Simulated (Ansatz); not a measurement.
# Ge2H2+ (doublet): wave-function methods side by side, cc-pVTZ

One table from this session's results is given with a row withheld; the runs are named, their logs left out.

The runs use Ansatz 0.2.0, Gaussian basis; cc-pVTZ, core rule «outside noble gas», up to 28 orbitals frozen.

Plan: UHF; CCSD(T) on ROHF; CCSD(T) on UHF; BCCD(T) on ROHF; CCSDT(Q) on ROHF; CCSDT(Q) on UHF; CASSCF and MRCISD+Q, 9 electrons in 10 orbitals; CASSCF and NEVPT2, 9 electrons in 10 orbitals.

4 further runs of the same task are left out: 4 set aside as unsound or not needed.

**What is computed**

The geometry is a PBE0/def2-TZVP stationary point (not a proven minimum) of the parent state, kept for this charge and spin. No spin-orbit coupling is included. The filled d shell of Ge may be among the frozen orbitals whatever the setting's name suggests; the logs give the count.

4 atoms, charge 1, spin multiplicity 2.

Atoms are counted from 1 here; the program's logs count them from 0.

Bond lengths: Ge1–Ge2 2.407 Å, Ge1–H3 1.581 Å, Ge2–H4 1.581 Å. Angles: Ge2–Ge1–H3 103.7°, Ge1–Ge2–H4 103.7°.

Set-up of the first run:

The input, in.yaml:

```yaml
crystal:
  periodic: [false, false, false]
  atoms:
    - {symbol: Ge, position_ang: [0.000000, -0.062489, 1.201709]}
    - {symbol: Ge, position_ang: [0.000000, 0.062489, -1.201709]}
    - {symbol: H, position_ang: [0.000000, 1.452439, 1.654456]}
    - {symbol: H, position_ang: [0.000000, -1.452439, -1.654456]}
basis:
  gaussian: {orbitals: cc-pVTZ}
total_charge: 1
magnetization: {spin_polarized: true, initial_magnetization: 1}
hamiltonian: {xc: hf}
output: {orbitals: {seedname: orbitals}}
```

Run with:

```console
> ansatz run in.yaml --threads 1 --pin off --events-out ev --progress --plain --max-ram 2816MiB --backend cpu
```

Among the steps run: UHF; CCSD(T) on ROHF; CCSD(T) on UHF; BCCD(T) on ROHF; CCSDT(Q) on ROHF; CCSDT(Q) on UHF; CASSCF and MRCISD+Q, 9 electrons in 10 orbitals; CASSCF and NEVPT2, 9 electrons in 10 orbitals.

One table of the session follows, with a row left open; its other results are not shown here.

```
          method  from UCCSDT(Q) (kcal/mol)
            RMP2                     +30.29
            UMP2                     +30.63
           RCCSD                      +9.07
           UCCSD                      +8.97
        RCCSD(T)                      +1.88
        UCCSD(T)                      +1.85
         BCCD(T)                      +2.01
          RCCSDT                      +0.69
          UCCSDT                      +0.64
       RCCSDT(Q)                      +0.10
       UCCSDT(Q)                          0
  CASSCF valence                     +79.19
  NEVPT2 valence                     +18.74
  MRCISD valence                          ?
MRCISD+Q valence                      +0.63
```

**Question.** Estimate the row for MRCISD valence.

The run gave: from UCCSDT(Q) (kcal/mol): +5.63. In the column «from UCCSDT(Q) (kcal/mol)» it lies between BCCD(T) (+2.01) and UCCSD (+8.97).

Left out of the table: ROHF, UHF (another determinant or state than the rows shown).

Caveats from the session: Restricted and unrestricted rows rest on different reference determinants; where their highest levels disagree by more than a few hundredths of an eV, they describe different states and don't form one ladder.
